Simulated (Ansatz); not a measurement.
# C2H3AlOS: how energies converge with the basis set

An exercise on one series of results from a longer session: the logs are not shown, and one member is left open.

Method: one geometry, several basis sets; program: Ansatz 0.2.0, Gaussian basis.

Levels to be run: PBE0-D4/def2-SVP; ωB97M-V/def2-SVP; PBE0-D4/def2-QZVPP; ωB97M-V/def2-QZVPP; the functionals' def2-TZVPP values are taken from earlier runs.

### Structure used throughout

The geometry comes from an earlier relaxation with PBE0-D4 in a triple-zeta def2 set; it is a stationary point, not always the lowest conformer.

SMILES `[OH][AlH][C]#CS`, 8 atoms, charge 0, spin multiplicity 1.

Atoms are counted from 1 here; the program's logs count them from 0.

Bond lengths: O1–Al2 1.692 Å, O1–H6 0.956 Å, Al2–C3 1.897 Å, Al2–H7 1.569 Å, C3–C4 1.220 Å, C4–S5 1.673 Å, S5–H8 1.347 Å. Angles: Al2–O1–H6 123.3°, O1–Al2–C3 119.7°, O1–Al2–H7 117.7°, C3–Al2–H7 122.6°, Al2–C3–C4 179.7°, C3–C4–S5 175.0°, C4–S5–H8 97.1°.

The first run:

The input, in.yaml:

```yaml
crystal:
  periodic: [false, false, false]
  atoms:
    - {symbol: O, position_ang: [-0.204278, 2.567627, -0.587289]}
    - {symbol: Al, position_ang: [0.854638, 1.250648, -0.674114]}
    - {symbol: C, position_ang: [0.306781, -0.441689, -0.014807]}
    - {symbol: C, position_ang: [-0.038824, -1.532058, 0.408276]}
    - {symbol: S, position_ang: [-0.382175, -3.077551, 0.948686]}
    - {symbol: H, position_ang: [-1.083683, 2.509732, -0.217591]}
    - {symbol: H, position_ang: [2.269740, 1.492974, -1.308078]}
    - {symbol: H, position_ang: [-1.629999, -2.826883, 1.389318]}
basis:
  gaussian: {orbitals: def2-SVP}
hamiltonian: {xc: pbe0, dispersion: d4}
output: {orbitals: {seedname: orbitals}}
```

Launch:

```bash
$ ansatz run in.yaml --threads 2 --pin off --events-out ev --progress --plain --max-ram 4352MiB
```

Among the steps run: PBE0-D4 in def2-SVP; ωB97M-V in def2-SVP; PBE0-D4 in def2-QZVPP; ωB97M-V in def2-QZVPP.

One of the session's tables, all rows but one given; the rest of the session is left out.

It belongs to the step «Functionals by basis». 

```
functional       basis  HOMO (eV)
   PBE0-D4    def2-SVP          ?
   PBE0-D4  def2-TZVPP      -7.08
   PBE0-D4  def2-QZVPP      -7.11
   ωB97M-V    def2-SVP      -9.03
   ωB97M-V  def2-TZVPP      -9.14
   ωB97M-V  def2-QZVPP      -9.18
```

Q: Estimate the row for PBE0-D4, def2-SVP from the others.

The run gave: HOMO (eV): -6.99. In the column «HOMO (eV)» it is the highest.
